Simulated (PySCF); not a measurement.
# From one method to the next for SnS⁺

Starting from one script, swap the method and compare what comes out for SnS⁺.

The runs use PySCF 2.14.0; method and basis as typed in the scripts.

10 further runs of the same task are left out: 10 that didn't finish.

## (1) The starting structure

SnS⁺: 2 atoms, charge 1, spin multiplicity 2.

Bond lengths: Sn1–S2 2.313 Å.

## (2) Base script

Input file input.py:

```python
from pyscf import gto, dft

mol = gto.M(
    atom='Sn 0 0 0; S 0 0 2.313',
    basis='lanl2dz',
    ecp={'Sn': 'lanl2dz', 'S': 'lanl2dz'},
    charge=1,
    spin=1,
    symmetry=True,
    verbose=4,
)
mf = dft.UKS(mol, xc='o3lyp')
mf.kernel()
mf.dip_moment()
print('orbital energies (hartree):', [e[max(0, n-3):n+3].round(4) for e, n in zip(mf.mo_energy, mol.nelec)])
```

The run is started by

```sh
> OMP_NUM_THREADS=1 python input.py
```

## (3) Stability test

Edit 1 changes step after the SCF: none → stability; point-group symmetry: on → off.

Changes to input.py since step 2:

```diff
@@ -8,3 +8,2 @@
     spin=1,
-    symmetry=True,
     verbose=4,
@@ -13,2 +12,3 @@
 mf.kernel()
+mf.stability(internal=True, external=True)
 mf.dip_moment()
```

## (4) MP2 (UHF)

Edit 2 changes step after the SCF: none → mp2; SCF type: UKS → UHF; functional: o3lyp → none (Hartree–Fock).

Changes to input.py since step 2:

```diff
@@ -1,2 +1,2 @@
-from pyscf import gto, dft
+from pyscf import gto, scf, mp
 
@@ -11,4 +11,5 @@
 )
-mf = dft.UKS(mol, xc='o3lyp')
+mf = scf.UHF(mol)
 mf.kernel()
+mp.MP2(mf).kernel()
 mf.dip_moment()
```

**Question.** What will these runs give? Wanted: for each run, E(SCF); from base; gap, α spin; after the SCF.

**Answer**, as computed:

```csv
run,E(SCF) (hartree),from base (eV),cycles,"gap, α spin (eV)",after the SCF
base,-13.169188,0,12,3.88,n/a
stability test,-13.169188,0.0000,12,3.88,"unstable: internal, real -> complex, UHF/UKS -> GHF/GKS"
MP2 (UHF),-12.848217,not comparable,15,10.33,MP2 correlation -1.898 eV
```

In words: Total energies from different bases, Hamiltonians or methods carry different errors, so properties are taken as differences within one set-up.
